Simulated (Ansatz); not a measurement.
# CH5Cl3Si2: one species, many methods

Aim: compute CH5Cl3Si2 with functionals from several rungs and with coupled cluster, and see how far each lands from CCSD(T) at the basis-set limit for the atomisation energy.

The runs use Ansatz 0.2.0, Gaussian basis; functionals in def2-TZVPP, the program's frozen cores in correlated methods.

The runs, in order: LDA (SPW92), PBE-D4, revPBE-D4, BLYP-D4, r2SCAN-D4, B97M-V, PBE0-D4, B3LYP-D4, r2SCANh-D4, r2SCAN0-D4, HSE06-D4, BHLYP-D4, CAM-B3LYP-D4, LC-ωPBE, ωB97X-V, ωB97M-V, B2PLYP, PBE-QIDH; CCSD(T)/def2-SVP; CCSD(T)/def2-TZVPP; MP2/def2-QZVPP; extrapolation to the limit; RPA on PBE.

**1. The geometry**

All runs share one geometry, relaxed beforehand with PBE0-D4 in a triple-zeta def2 set.

SMILES `Cl[SiH2]C[SiH](Cl)Cl`, 11 atoms, charge 0, spin multiplicity 1.

Atoms are counted from 1 here; the program's logs count them from 0.

Bond lengths: Cl1–Si2 2.058 Å, Si2–C3 1.868 Å, Si2–H7 1.482 Å, Si2–H8 1.478 Å, C3–Si4 1.849 Å, C3–H9 1.094 Å, C3–H10 1.096 Å, Si4–Cl5 2.045 Å, Si4–Cl6 2.049 Å, Si4–H11 1.476 Å. Angles: Cl1–Si2–C3 109.2°, Cl1–Si2–H7 107.5°, Cl1–Si2–H8 107.8°, C3–Si2–H7 110.7°, C3–Si2–H8 111.1°, H7–Si2–H8 110.5°, Si2–C3–Si4 114.2°, Si2–C3–H9 109.1°, Si2–C3–H10 108.9°, Si4–C3–H9 109.4°, Si4–C3–H10 107.5°, H9–C3–H10 107.5°, C3–Si4–Cl5 110.6°, C3–Si4–Cl6 109.4°, C3–Si4–H11 112.5°, Cl5–Si4–Cl6 108.9°, Cl5–Si4–H11 107.8°, Cl6–Si4–H11 107.6°.

**2. LDA**

This LDA is Slater exchange with PW92 correlation.

Contents of in.yaml:

```yaml
crystal:
  periodic: [false, false, false]
  atoms:
    - {symbol: Cl, position_ang: [-3.133509, -0.727083, -0.815529]}
    - {symbol: Si, position_ang: [-1.097290, -0.506623, -1.017846]}
    - {symbol: C, position_ang: [-0.418404, 0.341155, 0.501383]}
    - {symbol: Si, position_ang: [1.411922, 0.180647, 0.705569]}
    - {symbol: Cl, position_ang: [2.082753, 1.418164, 2.189057]}
    - {symbol: Cl, position_ang: [2.339439, 0.687114, -1.050319]}
    - {symbol: H, position_ang: [-0.515668, -1.861985, -1.166438]}
    - {symbol: H, position_ang: [-0.848773, 0.299704, -2.231901]}
    - {symbol: H, position_ang: [-0.689212, 1.401111, 0.470039]}
    - {symbol: H, position_ang: [-0.888950, -0.093595, 1.390642]}
    - {symbol: H, position_ang: [1.823193, -1.195508, 1.045844]}
basis:
  gaussian: {orbitals: def2-TZVPP}
hamiltonian: {xc: lda}
output: {orbitals: {seedname: orbitals}}
```

Launch:

```console
ansatz run in.yaml --threads 2 --pin off --events-out ev --progress --plain --max-ram 32768MiB --backend cuda --devices 0, --max-vram 18GiB
```

The runs that follow: PBE-D4 (GGA); revPBE-D4 (GGA); BLYP-D4 (GGA); r2SCAN-D4 (meta-GGA); B97M-V (meta-GGA); B3LYP-D4 (hybrid); r2SCANh-D4 (hybrid); r2SCAN0-D4 (hybrid); HSE06-D4 (hybrid); BHLYP-D4 (hybrid); CAM-B3LYP-D4 (range-separated); LC-ωPBE (range-separated); ωB97X-V (range-separated); ωB97M-V (range-separated); B2PLYP (double hybrid); PBE-QIDH (double hybrid); CCSD(T) in def2-SVP; CCSD(T) in def2-TZVPP; MP2 in def2-QZVPP; RPA on PBE orbitals.

Q: Predict the results of all the runs planned. Wanted: atomisation energy, CCSD(T)/CBS; farthest beyond LDA; mean size of error, GGA; mean size of error, meta-GGA; mean size of error, hybrid; mean size of error, range-separated; mean size of error, double hybrid; gap, smallest and largest; T1 diagnostic.

As calculated:

| quantity | value |
| --- | --- |
| atomisation energy, CCSD(T)/CBS | 3736.4 kJ/mol |
| functionals within 18.7 kJ/mol (0.5 %) | PBE-D4, r2SCAN-D4, PBE0-D4, r2SCANh-D4, HSE06-D4, ωB97M-V, PBE-QIDH |
| farthest beyond LDA | BHLYP-D4 (-90.9 kJ/mol) |
| mean size of error, GGA | 51.8 kJ/mol |
| mean size of error, meta-GGA | 22.1 kJ/mol |
| mean size of error, hybrid | 29.7 kJ/mol |
| mean size of error, range-separated | 28.6 kJ/mol |
| mean size of error, double hybrid | 46.3 kJ/mol |
| gap, smallest and largest | 6.08 eV (LDA (SPW92)), 13.44 eV (LC-ωPBE) |
| T1 diagnostic | 0.0093 |
| triples share of the correlation energy | 4.1 % |

What this shows: LDA overbinds by 441.6 kJ/mol (12 %). PBE-D4 is off by +7.3 kJ/mol. Double hybrids carry the basis error of their MP2 part in triple zeta, and no dispersion term here, so their miss is partly the set-up's. Taken by rung, meta-GGA functionals do best (22.1 kJ/mol on average) and GGA ones worst beyond LDA (51.8 kJ/mol). double hybrid functionals lie within the reference's doubt of that worst mean (46.3 kJ/mol), so those two tie. The gap between the best rungs is small, so their order is not settled. The reference freezes the cores and leaves out relativity and excitations past (T), so misses under about 18.7 kJ/mol can't be ranked. Hartree-Fock recovers 76 % of the binding; the rest is correlation. CCSD(T) in def2-SVP is off by -286.2 kJ/mol, worse than the median functional, from the basis alone. The gap grows from 6.1 to 13.4 eV across the functionals, mostly with the share of exact exchange.
